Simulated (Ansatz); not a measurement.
# GaP: the cost of one run

Program: Ansatz 0.2.0. Level of theory: reference: DFT, HSE06, plane waves, PAW. These are calculated values, not measurements.

## Step 1: The system as given

It takes space group F-43m (No. 216, cubic). The conventional cell has a = 5.451 Å, b = 5.451 Å, c = 5.451 Å, α = 90.00°, β = 90.00°, γ = 90.00°. Around Ga (site symmetry -43m) lie 4 P at 2.36 Å. P (site symmetry -43m) is surrounded by 4 Ga at 2.36 Å.

Coordinates:

```xyz
2
Lattice="0.0000 2.7254 2.7254 2.7254 0.0000 2.7254 2.7254 2.7254 0.0000" Properties=species:S:1:pos:R:3 pbc="T T T"
Ga    0.0000    0.0000    0.0000
P     1.3627    1.3627    1.3627
```

## Step 2: The reference run

input.yaml

```yaml
crystal:
  lattice:
    - [0.0, 2.7253992957, 2.7253992957]
    - [2.7253992957, 0.0, 2.7253992957]
    - [2.7253992957, 2.7253992957, 0.0]
  atoms:
    - { symbol: Ga, position: [0.0, 0.0, 0.0] }
    - { symbol: P, position: [0.25, 0.25, 0.25] }
kpoints:
  mp_grid: { grid: [4, 4, 4] }
hamiltonian:
  xc: hse06
scf:
  occupations: { method: fixed }
  n_extra_bands: 4
output:
  forces: true
  stress: true
  eigenvalues: true
```

Started as:

```console
$ ansatz run input.yaml --threads 4 --pin off --max-ram 3686MiB --backend cpu --events-out ev --progress --plain --runs-dir out
```

What time and memory should one allow on 4 threads of Arm Neoverse N1, shared host?

About 6.2 s, with a peak of 0.55 GiB.
